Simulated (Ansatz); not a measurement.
I need a ladder of methods at one geometry of BH₅O₂SeSi, SMILES OB(O)[Se][SiH3]. Use the Python package of Ansatz (0.2.0). Level of theory (for the species named): PBE, def2-SVP basis, multiplicity 1. The script varies functional: pbe, hf, r2scan0, r2scan, revpbe.

The script reads `bh5o2sesi.xyz`:
```text
10

O     0.05170   -1.91890    1.32390
B     0.27740   -1.41120   -0.04450
O     1.60490   -1.48170   -0.59230
Se   -1.13500   -0.66570   -1.18430
Si   -0.80540    1.42100   -0.41610
H     0.13200   -1.05850    1.88070
H     2.07660   -0.61370   -0.33210
H    -1.71230    2.38660   -1.02620
H    -0.97830    1.46780    1.10370
H     0.57160    1.82310   -0.70970
```

Script `methods.py`:
```python
# -*- coding: utf-8 -*-
"""BH5O2SeSi at several levels of theory."""

from pathlib import Path
import warnings

import ansatz
import numpy as np

BASIS = "def2-SVP"

warnings.simplefilter("ignore", ansatz.DeckWarning)

system = ansatz.Crystal.molecule_from_extxyz("bh5o2sesi.xyz")

calculation = system.calculation().basis(gaussian=BASIS)

print("functional    E (Ha)        dipole (D)   HOMO (eV)  LUMO (eV)")
for name in ["pbe", "hf", "r2scan0", "r2scan", "revpbe"]:
    rep = calculation.functional(name).forces().orbitals().run(threads=1, runs_dir="runs").report
    lines = Path(rep["orbitals_path"]).read_text().splitlines()
    field_of = lambda key: [line.split("=")[1].strip() for line in lines if line.startswith(key)]
    orbitals = [(27.211386 * float(e), s, float(n)) for e, s, n in zip(field_of("Ene="), field_of("Spin="), field_of("Occup="))]
    homo = max(e for e, _, n in orbitals if n > 0.5)
    lumo = min(e for e, _, n in orbitals if n < 0.5)
    dipole = 4.803205 * np.linalg.norm(rep["charge_distribution"]["dipole_moment_e_ang"])
    print(f"{name:10s} {rep['free_energy_ev'] / 27.211386246:14.6f} {dipole:9.3f} {homo:11.3f} {lumo:10.3f}")
```

```console
$ python methods.py
functional    E (Ha)        dipole (D)   HOMO (eV)  LUMO (eV)
pbe          -2868.204105     3.137      -5.605     -2.388
hf           -2865.657760     3.745      -9.593      2.239
r2scan0      -2868.758267     3.482      -7.096     -1.293
r2scan       -2868.796062     3.324      -5.961     -2.081
revpbe       -2868.602002     3.094      -5.574     -2.296
```

Reading the output:
- These settings explore the input space; basis and method may be short of convergence.
- The geometry is a force-field or estimated start, not a minimum of this method, and the basis set is short of its limit. A lower total doesn't mark the better method: functionals have no common bound, and MP2 and coupled cluster aren't variational.
- Levels such as HOMO and LUMO are orbital energies: with these approximate functionals they aren't the ionisation energy and electron affinity, and their gap isn't the fundamental gap.
- Finished in 32 s on 1 thread of Arm Neoverse V1 (shared host), peak memory 0.36 GiB.

(A comment or docstring line of the script was reworded after the run, the code is as it ran; lines on the test bed's own set-up are left out of the output.)
